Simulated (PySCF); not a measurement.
# C3H5Br: the cost of one run

Computed with PySCF 2.14.0, with density-fitted response routines of our own, on a single molecule in the gas phase. Atoms are numbered from 0 throughout.

## 1. Starting geometry

9 atoms, charge 0, multiplicity 1; geometry from: MMFF94s.

Bonds of the start (Å): Br0–C1 1.91, C1–C2 1.50, C2–C3 1.50, C3–C1 1.50, C1–H4 1.08, C2–H5 1.08, C2–H6 1.08, C3–H7 1.08, C3–H8 1.08.

## 2. Geometry optimisation at PBE0-D3(BJ)/def2-SVP

Job settings and geometry (Å):

```
{"job": {"xc": "PBE0", "basis": "def2-SVP", "d3": "d3bj", "grid": 1, "kind": "geom"}, "charge": 0, "multiplicity": 1}
Br     2.304428    -0.051230    -0.694716
C      0.730653    -0.040060     0.383830
C     -0.496551    -0.729392    -0.144880
C     -0.445377     0.770619    -0.085740
H      0.910981    -0.088321     1.451889
H     -1.131074    -1.245309     0.566478
H     -0.456760    -1.199565    -1.120788
H     -1.045231     1.270977     0.665683
H     -0.371071     1.312281    -1.021756
```

Command:

```bash
$ OMP_NUM_THREADS=1 python probes_run.py task.json out
```

One launch serves the whole session: the jobs run in the order shown.

Q: Estimate the wall time and peak memory of this first job on 1 thread of Intel Xeon Platinum 8488C, shared host.

About 17 s, with a peak of 0.41 GiB.
